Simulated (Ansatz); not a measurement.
# GaAsH (quartet): the correlation ladder, cc-pVDZ

Aim: climb from Hartree-Fock through coupled cluster for GaAsH (quartet) at one geometry and basis, and see what each rung misses.

Program: Ansatz 0.2.0, Gaussian basis. Level of theory: cc-pVDZ, core rule «outside noble gas», up to 28 orbitals frozen. These are calculated values, not measurements.

The runs, in order: UHF; CCSD(T) on ROHF; CCSD(T) on UHF; BCCD(T) on ROHF; CISD; CCSDT(Q) on ROHF; CCSDT(Q) on UHF; CCSDTQ on ROHF; CCSDTQ on UHF.

7 further runs of the same task are left out: 4 for a known fault of the program, 3 set aside as unsound or not needed.

## (1) The geometry

The geometry is a PBE0/def2-TZVP stationary point (not a proven minimum) of the parent state, kept for this charge and spin. No spin-orbit coupling is included. The filled d shell of Ga, As may be among the frozen orbitals whatever the setting's name suggests; the logs give the count.

3 atoms, charge 0, spin multiplicity 4.

Atoms are counted from 1 here; the program's logs count them from 0.

Bond lengths: Ga1–As2 2.555 Å, As2–H3 1.537 Å. Angles: Ga1–As2–H3 82.5°.

## (2) UHF

in.yaml

```yaml
crystal:
  periodic: [false, false, false]
  atoms:
    - {symbol: Ga, position_ang: [0.000000, -0.483232, 1.643709]}
    - {symbol: As, position_ang: [0.000000, -0.521737, -0.911101]}
    - {symbol: H, position_ang: [0.000000, 1.004969, -0.732608]}
basis:
  gaussian: {orbitals: cc-pVDZ}
magnetization: {spin_polarized: true, initial_magnetization: 3}
hamiltonian: {xc: hf}
output: {orbitals: {seedname: orbitals}}
```

Started as:

```sh
> ansatz run in.yaml --threads 1 --pin off --events-out ev --progress --plain --max-ram 4096MiB --backend cpu
```

The runs that follow: CCSD(T) on ROHF; CCSD(T) on UHF; BCCD(T) on ROHF; CISD; CCSDT(Q) on ROHF; CCSDT(Q) on UHF; CCSDTQ on ROHF; CCSDTQ on UHF.

Q: Predict the results of all the runs planned. Wanted: UCCSDTQ below the RHF energy; RMP2 from UCCSDTQ; UMP2 from UCCSDTQ; RCCSD from UCCSDTQ; RCCSD(T) from UCCSDTQ; UCCSD(T) from UCCSDTQ; RCCSDT(Q) from UCCSDTQ; UCCSDT(Q) from UCCSDTQ; T1 diagnostic.

The runs gave:

| quantity | value |
| --- | --- |
| UCCSDTQ below the RHF energy | -4.4098 eV |
| RMP2 from UCCSDTQ | +93.5 kJ/mol |
| UMP2 from UCCSDTQ | +96.4 kJ/mol |
| RCCSD from UCCSDTQ | +17.3 kJ/mol |
| RCCSD(T) from UCCSDTQ | +4.7 kJ/mol |
| UCCSD(T) from UCCSDTQ | +3.5 kJ/mol |
| RCCSDT(Q) from UCCSDTQ | +1.4 kJ/mol |
| UCCSDT(Q) from UCCSDTQ | +0.1 kJ/mol |
| levels within 1 kcal/mol (43 meV) | UCCSD(T), RCCSDT, UCCSDT, RCCSDT(Q), UCCSDT(Q), RCCSDTQ |
| T1 diagnostic | 0.031 |

**Reading.** RCCSD(T) lands +4.7 kJ/mol from the yardstick (1.1 % of the correlation energy). These misses are within one basis, not against nature; the frozen cores of restricted and unrestricted runs differ, which can shift their rows.
